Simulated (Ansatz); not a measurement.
# Sn2H7: what a guessed cell relaxes into

Aim: relax a trial structure of Sn2H7 and see where it ends.

Method: DFT PBE, scalar-relativistic, plane waves, PAW, in Ansatz 0.2.0.

## 1. Starting point

It takes space group P-3m1 (No. 164, trigonal). Conventional cell: a = 5.219 Å, b = 5.219 Å, c = 4.763 Å, α = 90.00°, β = 90.00°, γ = 120.00°. Sn (site symmetry 3m) has 15 H at 2.71 to 3.11 Å in its first shell of neighbours. H (site symmetry m) has 7 H at 2.28 to 2.85 Å and 4 Sn at 2.71 to 2.78 Å in its first shell of neighbours. Around H (site symmetry -3m) lie 6 H at 2.28 Å and 6 Sn at 3.11 Å.

As a file:

```cif
data_structure
_symmetry_space_group_name_H-M 'P-3m1'
_symmetry_Int_Tables_number 164
_cell_length_a 5.2195
_cell_length_b 5.2195
_cell_length_c 4.7633
_cell_angle_alpha 90.000
_cell_angle_beta 90.000
_cell_angle_gamma 120.000
_cell_volume 112.38
loop_
_atom_site_label
_atom_site_type_symbol
_atom_site_symmetry_multiplicity
_atom_site_Wyckoff_symbol
_atom_site_fract_x
_atom_site_fract_y
_atom_site_fract_z
_atom_site_occupancy
Sn1 Sn 2 d 0.33333 0.66667 0.84019 1
H1 H 6 i 0.18195 0.36390 0.33209 1
H2 H 1 a 0.00000 0.00000 0.00000 1
```

The cell is invented: species swapped into a database cell of K2Hg7 (P-3m1, No. 164), with Sn on the K sites and H on the Hg sites. Lengths come from tabulated atomic sizes and are only a guess.

## 2. A first look at the guess

The input, input.yaml:

```yaml
crystal:
  lattice:
    - [5.21947996, 0.0, 0.0]
    - [-2.60973998, 4.52020224, 0.0]
    - [0.0, 0.0, 4.76327657]
  atoms:
    - { symbol: Sn, position: [0.33333333, 0.66666667, 0.84018666] }
    - { symbol: Sn, position: [0.66666667, 0.33333333, 0.15981334] }
    - { symbol: H, position: [0.18195239, 0.36390478, 0.33209008] }
    - { symbol: H, position: [0.63609522, 0.81804761, 0.33209008] }
    - { symbol: H, position: [0.18195239, 0.81804761, 0.33209008] }
    - { symbol: H, position: [0.81804761, 0.63609522, 0.66790992] }
    - { symbol: H, position: [0.81804761, 0.18195239, 0.66790992] }
    - { symbol: H, position: [0.36390478, 0.18195239, 0.66790992] }
    - { symbol: H, position: [0.0, 0.0, 0.0] }
basis:
  ecutwfc: 420
kpoints:
  mp_grid: { grid: [6, 6, 4] }
hamiltonian:
  xc: pbe
scf:
  occupations: { method: gaussian, width: 0.1 }
  lower_state_search: "off"
output:
  forces: true
  stress: true
  eigenvalues: true
```

Launch:

```sh
$ ansatz run input.yaml --threads 1 --pin off --max-ram 2560MiB --backend cpu --events-out ev --progress --plain --runs-dir out
```

Further runs follow: rough relaxation on the coarse mesh; final relaxation.

Before running it: what results should come out? Wanted: conventional cell; volume; energy over the elements; gap on the mesh.

As calculated:

| quantity | value |
| --- | --- |
| symmetry at the end (tolerance 0.05 Å) | space group P-3m1 (No. 164) |
| conventional cell | a = 6.052 Å, b = 6.052 Å, c = 3.110 Å, α = 90.00°, β = 90.00°, γ = 120.00° |
| volume | 10.96 Å³/atom |
| energy over the elements (uncorrected; H, N, O, F and Cl as molecules), grey Sn | +0.60 eV/atom |
| gap on the mesh | none (metal) |

**Reading.** The space group P-3m1 (No. 164) is kept, and the volume per atom shrinks by 12.2 % from the first guess. The formation energy is positive, so the separate elements lie lower. No finished test with a distortion of lower symmetry is shown, so the end may be a saddle point.
